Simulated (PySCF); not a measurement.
# C₅H₇NO: magnetic properties

Wanted: magnetic properties for C₅H₇NO (`CC1(C)C=NC1=O`).

Computed with PySCF 2.14.0 and routines of our own; the level stands in each step. Atoms count from 0.

## 1. The starting structure

14 atoms, charge 0, multiplicity 1; geometry from: GFN2-xTB.

## 2. Magnetic properties: GIAO PBE0/pcSseg-1

Job settings and geometry (Å):

```
{"job": {"kind": "mag", "xc": "PBE0", "basis": "pcSseg-1", "isotopologues": 2}, "charge": 0, "multiplicity": 1}
C      1.391303    -0.514678    -0.101553
C     -0.017762     0.040755     0.051837
C     -1.008120    -0.620653    -0.896504
C     -0.501848     0.232771     1.471016
N     -0.570124     1.517793     1.492880
C     -0.111841     1.590318     0.122370
O      0.091534     2.501973    -0.605893
H      1.398276    -1.587155     0.085725
H      2.073820    -0.033342     0.596416
H      1.747384    -0.334295    -1.113095
H     -2.007812    -0.213378    -0.756811
H     -0.704229    -0.444914    -1.925789
H     -1.038876    -1.693910    -0.717915
H     -0.742382    -0.441759     2.275151
```

Level: GIAO PBE0/pcSseg-1 magnetisability, rotational g tensor and spin-rotation constants, non-relativistic, gas phase.

Launch:

```sh
$ OMP_NUM_THREADS=1 python excited_run.py task.json out
```

The driver reads the jobs from task.json and runs them one after another.

The program printed:

```text
coarse grid: 11920 points
cycle   1  E = -324.0672344291  dE =  1.163e+00  |g| = 8.241e-01  |ddm| = 3.369e+00
cycle   2  E = -323.5934845225  dE =  4.737e-01  |g| = 1.758e+00  |ddm| = 2.220e+00
cycle   3  E = -324.2019241060  dE = -6.084e-01  |g| = 1.668e-01  |ddm| = 1.746e+00
cycle   4  E = -324.2079106295  dE = -5.987e-03  |g| = 6.809e-02  |ddm| = 2.070e-01
cycle   5  E = -324.2088819740  dE = -9.713e-04  |g| = 1.756e-02  |ddm| = 6.419e-02
cycle   6  E = -324.2089366864  dE = -5.471e-05  |g| = 7.538e-03  |ddm| = 1.535e-02
cycle   7  E = -324.2089474475  dE = -1.076e-05  |g| = 2.531e-03  |ddm| = 6.463e-03
cycle   8  E = -324.2089488709  dE = -1.423e-06  |g| = 4.547e-04  |ddm| = 2.876e-03
final grid: 115848 points
cycle   9  E = -324.2609041333  dE = -2.014e-05  |g| = 1.257e-02  |ddm| = 3.319e-02
cycle  10  E = -324.2608220900  dE =  8.204e-05  |g| = 2.434e-02  |ddm| = 2.794e-02
cycle  11  E = -324.2609351023  dE = -1.130e-04  |g| = 2.367e-03  |ddm| = 1.892e-02
cycle  12  E = -324.2609362851  dE = -1.183e-06  |g| = 2.058e-04  |ddm| = 1.734e-03
cycle  13  E = -324.2609362924  dE = -7.299e-09  |g| = 1.170e-04  |ddm| = 3.031e-04
cycle  14  E = -324.2609362953  dE = -2.916e-09  |g| = 2.889e-05  |ddm| = 1.023e-04
cycle  15  E = -324.2609362955  dE = -1.620e-10  |g| = 1.541e-05  |ddm| = 3.738e-05
converged SCF energy = -324.2609362955

Magnetisability tensor (1e-30 J/T^2)
    -1009.34       25.23      -79.79
       25.23     -725.59     -118.01
      -79.79     -118.01     -781.67
isotropic -838.87   principal values   -1035.03   -861.83   -619.74
isotropic susceptibility -50.518 1e-6 cm^3/mol

Inertial axes            a          b          c
rot. const./GHz      3.7064     2.6449     2.3121
chi total           -47.139    -42.084    -62.330
chi diamagnetic    -417.313   -552.245   -601.006
chi paramagnetic    370.174    510.162    538.675
quadrupole/D A       -5.717      0.891      4.826
g nuclear            0.5995     0.5906     0.5668
g electronic        -0.6446    -0.6339    -0.5851
g total             -0.0451    -0.0433    -0.0184

Spin-rotation constants (kHz, H = +C I.J)
atom  isotope        aa         bb         cc
  4    14N        0.877      0.912      0.199
  7     1H        0.036     -0.266     -0.266
  8     1H       -0.312     -0.290     -0.018
  9     1H       -0.429      0.072     -0.257
 10     1H       -0.311     -0.288     -0.021
 11     1H       -0.429      0.072     -0.256
 12     1H        0.035     -0.265     -0.267
 13     1H       -0.213      0.330     -0.277
  0    13C*       0.555      0.414      0.302
  1    13C*       0.784      0.443      0.704
  3    13C*       1.760      1.834      0.400
  5    13C*       1.738      1.260      0.586
  6    17O*      -2.272     -2.012     -0.181
* in the singly substituted isotopologue

Isotopologues: g along a, b, c
2H    at 7,8,9,10,11,12    -0.0368    -0.0385    -0.0171
13C   at 0                 -0.0442    -0.0428    -0.0183
```

It took 24 s on 1 thread of Arm Neoverse V1, shared host; peak memory 0.72 GiB.

In short:

```
              quantity                      value
       magnetisability            -839·10⁻³⁰ J/T²
  molar susceptibility         -50.5·10⁻⁶ cm³/mol
rotational g (a, b, c)  -0.0451, -0.0433, -0.0184
```

Orbitals, density, ELF and potential are computed afterwards from the orbital file.

Frontier orbitals at PBE0/pcSseg-1, with the share of their density that lies nearest to each atom:

```
orbital  energy (eV)                    lies on
   HOMO        -7.24  N4 38 %; O6 28 %; C1 14 %
   LUMO        -1.79  C3 36 %; N4 17 %; C5 17 %
```

ELF in a plane through or near 6 of the atoms.

Ten even steps from '0' (0.00) to '9' (1.00):
```
0000000000000000000000000000
0000000000000000000000000000
0000000000000000000000000000
0000000000002785200000000000
0000000000059999810000000000
0000000000049999821000000000
0000011110003897355310000000
0000355531000462856410000000
0014788753112686355310000000
0036998146245227510000000000
0026998356235327510000000000
0003677653112786354300000000
0000244421001565666410000000
0000001100015994255310000000
0000000000079999621000000000
0000000000089999600000000000
0000000000014774100000000000
0000000000000000000000000000
0000000000000000000000000000
0000000000000000000000000000
```
The map spans 9.6 Å across and 9.5 Å up, centred on the molecule. Atoms in the plane (x, y in Å): C0 (0.8, 1.2), C1 (-0.1, 0.0), C2 (0.7, -1.3), N4 (-2.2, 0.0), H8 (0.2, 2.1), H10 (0.1, -2.2).

On the surface of density 0.002 e/bohr³ the electrostatic potential runs, from the 1st to the 99th percentile, from -1.79 V near N4 to 1.54 V near H13.

## 3. Magnetic properties: GIAO HF/6-31G*

Settings changed since step 2:

```diff
@@ -1,2 +1,2 @@
-{"job": {"kind": "mag", "xc": "PBE0", "basis": "pcSseg-1", "isotopologues": 2}, "charge": 0, "multiplicity": 1}
+{"job": {"kind": "mag", "xc": "HF", "basis": "6-31G*"}, "charge": 0, "multiplicity": 1}
 C      1.391303    -0.514678    -0.101553
```

Method: GIAO HF/6-31G* magnetisability, rotational g tensor and spin-rotation constants, non-relativistic, gas phase.

The program printed:

```text
final grid: 115848 points
cycle   1  E = -322.4934003319  dE =  1.864e+00  |g| = 8.484e-01  |ddm| = 3.582e+00
cycle   2  E = -322.5932388623  dE = -9.984e-02  |g| = 6.638e-01  |ddm| = 1.192e+00
cycle   3  E = -322.6772961184  dE = -8.406e-02  |g| = 8.288e-02  |ddm| = 5.625e-01
cycle   4  E = -322.6800666180  dE = -2.770e-03  |g| = 2.603e-02  |ddm| = 1.412e-01
cycle   5  E = -322.6803510455  dE = -2.844e-04  |g| = 1.231e-02  |ddm| = 4.326e-02
cycle   6  E = -322.6804305109  dE = -7.947e-05  |g| = 5.703e-03  |ddm| = 2.535e-02
cycle   7  E = -322.6804563149  dE = -2.580e-05  |g| = 2.192e-03  |ddm| = 1.646e-02
cycle   8  E = -322.6804594549  dE = -3.140e-06  |g| = 4.546e-04  |ddm| = 6.342e-03
cycle   9  E = -322.6804595904  dE = -1.355e-07  |g| = 1.320e-04  |ddm| = 1.308e-03
cycle  10  E = -322.6804596002  dE = -9.812e-09  |g| = 4.724e-05  |ddm| = 3.125e-04
cycle  11  E = -322.6804596019  dE = -1.763e-09  |g| = 1.623e-05  |ddm| = 1.405e-04
cycle  12  E = -322.6804596022  dE = -2.176e-10  |g| = 6.566e-06  |ddm| = 5.330e-05
converged SCF energy = -322.6804596022

Magnetisability tensor (1e-30 J/T^2)
    -1046.59       20.48      -83.36
       20.48     -776.29     -102.11
      -83.36     -102.11     -812.03
isotropic -878.30   principal values   -1073.71   -884.12   -677.08
isotropic susceptibility -52.893 1e-6 cm^3/mol

Inertial axes            a          b          c
rot. const./GHz      3.7064     2.6449     2.3121
chi total           -49.652    -44.366    -64.659
chi diamagnetic    -417.585   -552.915   -601.748
chi paramagnetic    367.933    508.549    537.089
quadrupole/D A       -6.209      1.075      5.134
g nuclear            0.5995     0.5906     0.5668
g electronic        -0.6407    -0.6319    -0.5834
g total             -0.0412    -0.0413    -0.0166

Spin-rotation constants (kHz, H = +C I.J)
atom  isotope        aa         bb         cc
  4    14N        0.771      0.875      0.156
  7     1H        0.015     -0.282     -0.282
  8     1H       -0.341     -0.305     -0.030
  9     1H       -0.453      0.060     -0.272
 10     1H       -0.340     -0.303     -0.033
 11     1H       -0.453      0.059     -0.271
 12     1H        0.014     -0.281     -0.282
 13     1H       -0.245      0.309     -0.291
  0    13C*       0.451      0.335      0.248
  1    13C*       0.635      0.366      0.578
  3    13C*       1.539      1.744      0.325
  5    13C*       1.577      1.151      0.494
  6    17O*      -2.068     -1.827     -0.097
* in the singly substituted isotopologue
```

It took 5.1 s on 1 thread of Arm Neoverse V1, shared host; peak memory 0.53 GiB.

Key values:

```
              quantity                      value
       magnetisability            -878·10⁻³⁰ J/T²
  molar susceptibility         -52.9·10⁻⁶ cm³/mol
rotational g (a, b, c)  -0.0412, -0.0413, -0.0166
```

## 4. The levels compared

```
             level  ξ (10⁻³⁰ J/T²)     g(a)     g(b)  gap (eV)  functions   time
GIAO PBE0/pcSseg-1            -839  -0.0451  -0.0433      5.45        154   24 s
    GIAO HF/6-31G*            -878  -0.0412  -0.0413     13.53        112  5.1 s
```

## 5. What came out

```
                                           quantity                      value
       magnetisability (step 2, GIAO PBE0/pcSseg-1)            -839·10⁻³⁰ J/T²
  molar susceptibility (step 2, GIAO PBE0/pcSseg-1)         -50.5·10⁻⁶ cm³/mol
rotational g (a, b, c) (step 2, GIAO PBE0/pcSseg-1)  -0.0451, -0.0433, -0.0184
              surface potential, 1st and 99th percentile         -1.79 V and 1.54 V
                    magnetisability over the levels    -878 to -839·10⁻³⁰ J/T²
```

In words: At PBE0/pcSseg-1, counted by nearest atom on the grid, the HOMO lies on N4 38 %; O6 28 %, the LUMO on C3 36 %; N4 17 %. The magnetisability spreads by 4.6 % over 2 levels, from GIAO HF/6-31G* (5.1 s) to GIAO PBE0/pcSseg-1 (24 s); the runs took 5.1 s to 24 s. Two levels can agree by chance, so this spread shows no convergence. Vibrational averaging and real surroundings are missing from these values.
